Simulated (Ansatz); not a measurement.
# CH8BN (SMILES [BH3-][NH2+]C): B3LYP/cc-pVDZ

Aim: the electronic atomisation energy of CH8BN at B3LYP/cc-pVDZ, from 5 runs. 

Program for the calculation: Ansatz 0.2.0.

64 further runs of the same task are left out: 2 that didn't finish, 62 set aside as unsound or not needed.

## 1. The molecule

CH8BN: 11 atoms, total charge 0, spin state singlet. As SMILES, `[BH3-][NH2+]C`. Geometry: relaxed at PBE0-D4/def2-TZVP.

Bond lengths: B1–N2 1.626 Å, N2–C3 1.469 Å, B1–H4 1.214 Å, B1–H5 1.214 Å, B1–H6 1.214 Å, N2–H7 1.016 Å, N2–H8 1.016 Å, C3–H9 1.089 Å, C3–H10 1.089 Å, C3–H11 1.092 Å. Some angles: B1–N2–C3 114.0°, B1–N2–H7 108.2°, B1–N2–H8 108.2°, C3–N2–H7 109.9°, C3–N2–H8 109.9°, N2–B1–H4 105.5°, N2–B1–H5 105.4°, N2–B1–H6 105.4°, N2–C3–H9 108.2°, N2–C3–H10 108.2°.

## 2. The energy at B3LYP/cc-pVDZ

input.yaml

```yaml
crystal:
  periodic: [false, false, false]
  atoms:
    - {symbol: B, position_ang: [-0.828400, 1.032000, -0.205100]}
    - {symbol: N, position_ang: [-0.349500, -0.497500, 0.070800]}
    - {symbol: C, position_ang: [1.107800, -0.661100, 0.155200]}
    - {symbol: H, position_ang: [-2.040900, 0.991000, -0.245400]}
    - {symbol: H, position_ang: [-0.325100, 1.341700, -1.265700]}
    - {symbol: H, position_ang: [-0.402900, 1.677500, 0.731200]}
    - {symbol: H, position_ang: [-0.783500, -0.815200, 0.932300]}
    - {symbol: H, position_ang: [-0.721000, -1.084700, -0.669900]}
    - {symbol: H, position_ang: [1.475700, -0.024100, 0.957600]}
    - {symbol: H, position_ang: [1.543500, -0.317100, -0.781300]}
    - {symbol: H, position_ang: [1.389800, -1.699400, 0.341100]}
basis:
  gaussian: {orbitals: cc-pVDZ}
hamiltonian: {xc: {name: B3LYP}}
accuracy: high
output: {orbitals: {seedname: orbitals}}
```

On the command line:

```
$ ansatz run input.yaml --threads 1 --pin off --max-ram 3480MiB --events-out events.jsonl --progress --plain --runs-dir runs
```

What it wrote:

```text
Warning: RAYON_NUM_THREADS=1 ignored (pool sized by the plan → 1); use --threads N
Functional definition: B3LYP
  name "B3LYP"
  parameter a0 = 0.2
  parameter ax = 0.72
  parameter ac = 0.81
  exchange = (1 - a0 - ax)*slater_x + ax*b88_x + a0*exact_x
  correlation = (1 - ac)*vwn_rpa_c + ac*lyp_c
2051 factors; integrals over basis functions are off by at most 3.4e-9 eV
mean field evaluation 1: about -3328.5944 eV, gradient 4.6e1 eV
mean field evaluation 2: about -3327.1360 eV, gradient 5.4e1 eV
mean field evaluation 4: about -3334.1112 eV, gradient 1.8e0 eV
mean field evaluation 8: about -3334.1146 eV, gradient 1.2e-1 eV
mean field evaluation 16: about -3334.1146 eV, gradient 1.0e-6 eV
mean field -3334.11462469 eV, -122.5264525132 hartree, gradient 2.3e-8 eV, S^2 0.000000; 0 other end points of the search recorded, 0 dependent functions left out
reference -3334.11466407 eV, -122.5264539606 hartree; 13, 13 occupied and 69, 69 virtual orbitals, 2051 factors
Total energy: -3334.11466407 eV, -122.5264539606 hartree
```

Run time: 6.3 s. Hardware: 1 thread of Arm Neoverse V2, shared host; peak memory 0.24 GiB.

## 3. The B atom at the same level

in.yaml

```yaml
basis:
  gaussian:
    orbitals: cc-pVDZ
crystal:
  periodic: [false, false, false]
  atoms:
    - {symbol: B, position_ang: [0.000000, 0.000000, 0.000000]}
magnetization:
  spin_polarized: true
  initial_magnetization: 1
hamiltonian:
  xc: {name: B3LYP}
accuracy: high
```

Run the same way, it converges to -24.66087 Eh (log not shown).

## 4. The C atom at the same level

molecule.yaml

```yaml
crystal:
  periodic: [false, false, false]
  atoms:
    - {symbol: C, position_ang: [0.000000, 0.000000, 0.000000]}
basis:
  gaussian:
    orbitals: cc-pVDZ
magnetization:
  spin_polarized: true
  initial_magnetization: 2
hamiltonian:
  xc: {name: B3LYP}
accuracy: high
```

Run the same way, it converges to -37.85197 Eh (log not shown).

## 5. The H atom, same level

input.yaml

```yaml
crystal:
  periodic: [false, false, false]
  atoms:
    - {symbol: H, position_ang: [0.000000, 0.000000, 0.000000]}
basis:
  gaussian:
    orbitals: cc-pVDZ
magnetization:
  spin_polarized: true
  initial_magnetization: 1
hamiltonian:
  xc: {name: B3LYP}
accuracy: high
```

Run the same way, it converges to -0.50126 Eh (log not shown).

## 6. The N atom

input.yaml

```yaml
crystal:
  periodic: [false, false, false]
  atoms:
    - symbol: N
      position_ang: [0.000000, 0.000000, 0.000000]
basis:
  gaussian:
    orbitals: cc-pVDZ
magnetization:
  spin_polarized: true
  initial_magnetization: 3
hamiltonian:
  xc: {name: B3LYP}
accuracy: high
```

Run the same way, it converges to -54.58914 Eh (log not shown).

## 7. Summary of results

Level: B3LYP/cc-pVDZ.

| quantity | value |
| --- | --- |
| molecule: total energy | -122.52645 Eh |
| molecule: HOMO energy | -7.35 eV |
| molecule: LUMO energy | 0.49 eV |
| molecule: HOMO–LUMO gap | 7.84 eV |
| B atom: total energy | -24.66087 Eh |
| B atom: ⟨S²⟩ | 0.753 |
| C atom: total energy | -37.85197 Eh |
| C atom: ⟨S²⟩ | 2.002 |
| H atom: total energy | -0.50126 Eh |
| H atom: ⟨S²⟩ | 0.750 |
| N atom: total energy | -54.58914 Eh |
| N atom: ⟨S²⟩ | 3.752 |
| electronic atomisation energy | 38.488 eV |

**Reading.** Taking the molecule apart into free atoms costs 38.49 eV (3714 kJ/mol), before zero-point energy and without spin-orbit coupling.
